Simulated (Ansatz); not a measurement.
# CH5GeI: the cost of one run

All numbers are computed with Ansatz 0.2.0, driven from Python. The levels of theory stand in the script.

**1. Starting point**

Bond lengths: Ge1–C2 1.884 Å, C2–I3 2.118 Å, Ge1–H4 1.517 Å, Ge1–H5 1.560 Å, Ge1–H6 1.608 Å, C2–H7 1.131 Å, C2–H8 1.068 Å. Angles: Ge1–C2–I3 107.9°, Ge1–C2–H7 110.2°, Ge1–C2–H8 111.3°, I3–C2–H7 109.1°, I3–C2–H8 109.0°, H7–C2–H8 109.3°, C2–Ge1–H4 111.3°, C2–Ge1–H5 112.5°, C2–Ge1–H6 110.3°, H4–Ge1–H5 106.7°, H4–Ge1–H6 109.1°, H5–Ge1–H6 106.8°.

The script reads ch5gei.xyz:

```xyz
8

Ge   -0.52780    0.56190   -0.47880
C     0.44820   -0.55130    0.68700
I     1.81030   -1.67870   -0.47830
H    -1.26850   -0.24960   -1.52540
H     0.38610    1.56240   -1.25210
H    -1.58720    1.44470    0.34750
H     1.02740    0.07380    1.43020
H    -0.19630   -1.22050    1.21400
```

**2. The script**

File run_basis.py:

```python
"""How the energy of CH5GeI converges with the basis."""

import ansatz

ch5gei = ansatz.Crystal.molecule_from_extxyz("ch5gei.xyz")

calculation = ch5gei.calculation().functional("hf")

energies = {}
for basis in ["def2-SVP", "def2-SVPD", "def2-TZVP", "def2-TZVPP"]:
    report = calculation.basis(gaussian=basis).run(threads=1, pin="off").report
    size = report["n_frozen"] + report["n_occupied"][0] + report["n_virtual"][0]
    energies[basis] = (report["reference_energy_ev"] / 27.211386246, report["free_energy_ev"] / 27.211386246)
    print(f"{basis:14s} {size:4d} orbitals  reference {energies[basis][0]:14.6f} Ha  total {energies[basis][1]:14.6f} Ha")

last = energies["def2-TZVPP"][1]
for basis, (_, total) in energies.items():
    print(f"{basis:14s} lies {27.211386 * (total - last):9.4f} eV above def2-TZVPP")
```

**3. The calls as engine input**

The engine receives this input (first run):

```yaml
crystal:
  periodic: [false, false, false]
  atoms:
    - { symbol: Ge, position_ang: [-0.5278, 0.5619, -0.4788] }
    - { symbol: C, position_ang: [0.4482, -0.5513, 0.687] }
    - { symbol: I, position_ang: [1.8103, -1.6787, -0.4783] }
    - { symbol: H, position_ang: [-1.2685, -0.2496, -1.5254] }
    - { symbol: H, position_ang: [0.3861, 1.5624, -1.2521] }
    - { symbol: H, position_ang: [-1.5872, 1.4447, 0.3475] }
    - { symbol: H, position_ang: [1.0274, 0.0738, 1.4302] }
    - { symbol: H, position_ang: [-0.1963, -1.2205, 1.214] }
basis:
  gaussian:
    orbitals: def2-SVP
hamiltonian:
  xc: hf
```

**4. The run**

Started as:

```bash
$ python run_basis.py
```

**Question.** How long does this script take on 1 thread of Arm Neoverse V1, shared host, and how much memory does it need?

About 17 s, with a peak of 0.57 GiB.
